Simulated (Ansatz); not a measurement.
# Ca2SnN: the cost of one run

Program: Ansatz 0.2.0. Level of theory: DFT PBE, scalar-relativistic, plane waves, PAW. These are calculated values, not measurements.

2 further runs of the same task are left out: 1 that didn't finish, 1 set aside as unsound or not needed.

**1. The starting structure**

The structure is tetragonal, space group P4/nmm (No. 129). Conventional cell: a = 4.761 Å, b = 4.761 Å, c = 9.072 Å, α = 90.00°, β = 90.00°, γ = 90.00°. Ca (site symmetry 4mm) is surrounded by 4 Sn at 2.39 Å. Around Ca (site symmetry 4mm) lie 4 N at 2.39 Å. Sn (site symmetry -4m2) has 4 Ca at 2.39 Å in its first shell of neighbours. N (site symmetry -4m2) is surrounded by 4 Ca at 2.39 Å.

Coordinates:

```xyz
8
Lattice="4.7613 0.0000 0.0000 0.0000 4.7613 0.0000 0.0000 0.0000 9.0717" Properties=species:S:1:pos:R:3 pbc="T T T"
Ca    2.3806    0.0000    4.7082
Ca    0.0000    2.3806    4.3635
Ca    2.3806    0.0000    8.8182
Ca    0.0000    2.3806    0.2535
Sn    0.0000    0.0000    4.5358
Sn    2.3806    2.3806    4.5358
N     0.0000    0.0000    0.0000
N     2.3806    2.3806    0.0000
```

The cell is invented: random cell by space group and Wyckoff sites (P4/nmm, No. 129). Its size is a rough estimate.

**2. A first look at the guess**

input.yaml

```yaml
crystal:
  lattice:
    - [4.76127442, 0.0, 0.0]
    - [0.0, 4.76127442, 0.0]
    - [0.0, 0.0, 9.07169793]
  atoms:
    - { symbol: Ca, position: [0.5, 0.0, 0.5189938] }
    - { symbol: Ca, position: [0.0, 0.5, 0.4810062] }
    - { symbol: Ca, position: [0.5, 0.0, 0.97205905] }
    - { symbol: Ca, position: [0.0, 0.5, 0.02794095] }
    - { symbol: Sn, position: [0.0, 0.0, 0.5] }
    - { symbol: Sn, position: [0.5, 0.5, 0.5] }
    - { symbol: "N", position: [0.0, 0.0, 0.0] }
    - { symbol: "N", position: [0.5, 0.5, 0.0] }
basis:
  ecutwfc: 420
kpoints:
  mp_grid: { grid: [4, 4, 2] }
hamiltonian:
  xc: pbe
scf:
  occupations: { method: gaussian, width: 0.1 }
  lower_state_search: "off"
output:
  forces: true
  stress: true
  eigenvalues: true
```

Run with:

```console
$ ansatz run input.yaml --threads 1 --pin off --max-ram 2560MiB --backend cpu --events-out ev --progress --plain --runs-dir out
```

Q: Estimate wall time and peak memory on 1 thread of AMD EPYC 7B13 (Zen 3), shared host.

About 6.4 s, with a peak of 0.51 GiB.
